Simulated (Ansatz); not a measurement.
Below is the output of a Python script on the Ansatz DFT code, driven from Python that makes a single point in a Gaussian basis of CH6B2Si, SMILES B1CB[SiH2]1. Write a script that gives it. Use: r2scan0, def2-TZVPP basis, multiplicity 1.

```xyz
10

B     0.6985   -0.0194   -1.0973
C     0.7625   -0.7513    0.2914
B    -0.4998   -0.2264    1.1641
Si   -0.8273    0.8617   -0.3486
H     1.2471    0.0561   -2.1459
H     0.6902   -1.8289    0.1324
H     1.7548   -0.4996    0.7933
H    -0.8596   -0.4059    2.2532
H    -0.7303    2.3087   -0.0616
H    -2.1529    0.4539   -0.9780
```

```console
$ python energy_ch6b2si.py
E = -10360.023283 eV = -380.7238334 Ha
converged: True  doubts: none
<S^2> = 0.0  all-electron relativity setting: none
passes: {'evaluations': 14, 'products': 13}
occupied orbitals by irrep: [{'A': 18}, {'A': 18}]
HOMO -6.478 eV, LUMO -2.083 eV, gap 4.395 eV
```

The script that was run (others could print the same):

`energy_ch6b2si.py`
```python
# -*- coding: utf-8 -*-
"""Electronic structure of the CH6B2Si molecule."""

from pathlib import Path

import ansatz

GEOMETRY = """
B     0.69850   -0.01940   -1.09730
C     0.76250   -0.75130    0.29140
B    -0.49980   -0.22640    1.16410
Si   -0.82730    0.86170   -0.34860
H     1.24710    0.05610   -2.14590
H     0.69020   -1.82890    0.13240
H     1.75480   -0.49960    0.79330
H    -0.85960   -0.40590    2.25320
H    -0.73030    2.30870   -0.06160
H    -2.15290    0.45390   -0.97800
"""

molecule = ansatz.Crystal.molecule()
for line in GEOMETRY.strip().splitlines():
    symbol, *xyz = line.split()
    molecule = molecule.atom(symbol, [float(v) for v in xyz])

base = (
    molecule.calculation()
    .basis(gaussian="def2-TZVPP")
    .functional("R2SCAN0")
    .accuracy("medium")
    .orbitals()
)
out = base.run(runs_dir="ch6b2si_runs")
r = out.report

print(f"E = {r['free_energy_ev']:.6f} eV = {r['free_energy_ev'] / 27.211386246:.7f} Ha")
print("converged:", r["converged"], " doubts:", r["published_state_doubts"] or "none")

field = r["mean_field"]
print("<S^2> =", round(abs(field["state"]["spin_squared"]), 4), " all-electron relativity setting:", field["relativity"])
print("passes:", field["passes"])
if "symmetry" in field:
    print("occupied orbitals by irrep:", field["symmetry"]["occupied"])

lines = Path(r["orbitals_path"]).read_text().splitlines()
field_of = lambda key: [line.split("=")[1].strip() for line in lines if line.startswith(key)]
orbitals = [(27.211386 * float(e), s, float(n)) for e, s, n in zip(field_of("Ene="), field_of("Spin="), field_of("Occup="))]
homo = max(e for e, _, n in orbitals if n > 0.5)
lumo = min(e for e, _, n in orbitals if n < 0.5)
print(f"HOMO {homo:.3f} eV, LUMO {lumo:.3f} eV, gap {lumo - homo:.3f} eV")
```

The settings weren't tested for convergence. The geometry is a force-field or estimated start, not a minimum of this method, and the basis set is short of its limit. Levels such as HOMO and LUMO are orbital energies: with these approximate functionals they aren't the ionisation energy and electron affinity, and their gap isn't the fundamental gap. Wall time of the script: 8.8 s on 1 thread of Arm Neoverse V2, on a shared host, peak memory 0.49 GiB.

(A comment or docstring line of the script was reworded after the run, the code is as it ran; lines on the test bed's own set-up are left out of the output.)
